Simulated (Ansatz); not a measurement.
# GaPHCl (quintet): wave-function methods side by side, cc-pVDZ

The task here is to estimate one member of a computed series from the others.

Method: cc-pVDZ, core rule «outside noble gas», up to 24 orbitals frozen; program: Ansatz 0.2.0, Gaussian basis.

Plan: UHF; CCSD(T) on ROHF; CCSD(T) on UHF; BCCD(T) on ROHF; CISD as a restricted active space (open shells left free, so some higher excitations enter); CCSDT(Q) on ROHF; CCSDT(Q) on UHF.

5 further runs of the same task are left out: 1 for a known fault of the program, 4 set aside as unsound or not needed. Runs told in other sessions of the task aren't counted.

### The geometry

The geometry is a PBE0/def2-TZVP stationary point (not a proven minimum) of the parent state, kept for this charge and spin. No spin-orbit coupling is included. The filled d shell of Ga may be among the frozen orbitals whatever the setting's name suggests.

4 atoms, charge 0, spin multiplicity 5.

Atoms are counted from 1 here; the program's logs count them from 0.

Bond lengths: Cl1–Ga2 2.184 Å, Ga2–P3 2.412 Å, P3–H4 1.425 Å. Angles: Cl1–Ga2–P3 113.4°, Ga2–P3–H4 92.1°.

Set-up of the first run:

Contents of in.yaml:

```yaml
crystal:
  periodic: [false, false, false]
  atoms:
    - {symbol: Cl, position_ang: [0.000000, -0.625051, 1.817798]}
    - {symbol: Ga, position_ang: [0.000000, 0.609865, 0.016318]}
    - {symbol: P, position_ang: [0.000000, -0.673793, -2.025381]}
    - {symbol: H, position_ang: [0.000000, 0.504215, -2.828036]}
basis:
  gaussian: {orbitals: cc-pVDZ}
magnetization: {spin_polarized: true, initial_magnetization: 4}
hamiltonian: {xc: hf}
output: {orbitals: {seedname: orbitals}}
```

Launch:

```console
$ ansatz run in.yaml --threads 1 --pin off --events-out ev --progress --plain --max-ram 4096MiB --backend cpu
```

Steps of the session up to this table: UHF; CCSD(T) on ROHF; CCSD(T) on UHF; BCCD(T) on ROHF; CISD as a restricted active space (open shells left free, so some higher excitations enter); CCSDT(Q) on ROHF; CCSDT(Q) on UHF.

One of the session's tables, all rows but one given; the rest of the session is left out.

| method | from UCCSDT(Q) (kJ/mol) |
| --- | --- |
| ROHF | +796.8 |
| UHF | +779.2 |
| RMP2 | +127.9 |
| UMP2 | +126.1 |
| RCCSD | +26.1 |
| UCCSD | +24.0 |
| RCCSD(T) | +6.7 |
| UCCSD(T) | +5.0 |
| BCCD(T) | +6.7 |
| RCCSDT | ? |
| UCCSDT | +1.6 |
| RCCSDT(Q) | +1.8 |
| UCCSDT(Q) | 0 |

Q: Estimate the row for RCCSDT from the others.

As computed: from UCCSDT(Q) (kJ/mol): +3.3. In the column «from UCCSDT(Q) (kJ/mol)» it lies between RCCSDT(Q) (+1.8) and UCCSD(T) (+5.0).

Not comparable, so not listed: CISD as a restricted active space (open shells left free, so some higher excitations enter) (they don't share determinant, frozen orbitals or solution with the rows shown, or repeat one).

Caveats from the session: Restricted and unrestricted rows rest on different reference determinants; a gap between their highest levels can come from leftover correlation error, from unlike frozen cores or from another state.
